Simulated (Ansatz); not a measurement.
Cu, space group I4/mmm: relaxations under a series of pressures, run with Ansatz 0.2.0, Python API.

Script `compress_cu.py`:
```python
"""Volume and enthalpy of Cu against pressure."""

import ansatz as az
import numpy as np
from pymatgen.core import Lattice, Structure
from pymatgen.io.ase import AseAtomsAdaptor

def edges_and_angles(cell):
    cell = np.asarray(cell)
    a, b, c = np.linalg.norm(cell, axis=1)
    cosines = cell[1] @ cell[2] / (b * c), cell[0] @ cell[2] / (a * c), cell[0] @ cell[1] / (a * b)
    return (a, b, c, *np.degrees(np.arccos(cosines)))

pmg_structure = Structure(
    Lattice([(-1.44279332, 1.44279332, 1.37608145), (1.44279332, -1.44279332, 1.37608145), (1.44279332, 1.44279332, -1.37608145)]),
    ["Cu"],
    [
        (0.0, 0.0, 0.0),
    ],
)
system = az.Crystal.from_ase(AseAtomsAdaptor.get_atoms(pmg_structure))

job = (
    system.calculation()
    .occupations("cold", width=0.1)  # fractional filling near the Fermi level
    .basis(510)  # a bare number is in eV
    .functional("pbesol")
    .pseudopotentials("paw")
    .kpoints(spacing=0.22)  # sampling of the Brillouin zone
)

# H = F + PV, with 1 GPa A^3 = 1/160.21766 eV
rows = []
for pressure in [0, 10, 20, 30, 40]:
    result = job.relax(cell=True, pressure=pressure, max_steps=60).run()
    cell = result.lattice.cell_ang
    n_atoms = len(result.lattice.sites)
    volume = abs(np.linalg.det(cell)) / n_atoms
    enthalpy = result.report["free_energy_ev"] / n_atoms + pressure * volume / 160.21766
    rows.append((pressure, volume, enthalpy, *edges_and_angles(cell)))
    print(f"{pressure} GPa done: {volume:.4f} A^3/atom")

print(" P (GPa)  V (A^3/atom)  H (eV/atom)     a       b       c")
for row in rows:
    print("{:8.1f} {:12.4f} {:14.5f} {:7.4f} {:7.4f} {:7.4f}".format(*row[:6]))
p, v = np.array([row[0] for row in rows], float), np.array([row[1] for row in rows])
print("mean bulk modulus between rows (GPa):", np.round(-np.diff(p) / np.diff(np.log(v)), 1))
```

From its runs, with one value withheld:

| P (GPa) | relaxed V (Å³/atom) |
| --- | --- |
| 0 | 11.356 |
| 10 | ? |
| 20 | 10.321 |
| 30 | 9.962 |
| 40 | 9.662 |

What volume does the cell relax to at 10 GPa?

Murnaghan's form V = V0 (1 + B' P / B0)^(-1/B') through the 4 rows shown gives V0 = 11.356 Å³, B0 = 166.7 GPa and B' = 4.62, and so 10.770 Å³ an atom at 10 GPa. The run gave 10.763 Å³, 0.07 % away.

Notes:
- At a fixed pressure a relaxation lowers the enthalpy F + PV, while F alone can rise.
- For a metal this k-point mesh is coarse: on a finer one energies can move by several to tens of meV an atom and pressures by half a GPa or more, differences at one mesh by less.
- This isn't the structure that Cu takes at ambient conditions.
- Symmetry holds the cell in this phase, whether or not it is the stable one at each pressure.
- Finished in 2.1 min on 1 thread of Intel(R) Xeon(R) Processor @ 2.30GHz, with other jobs on the host, peak memory 0.62 GiB.
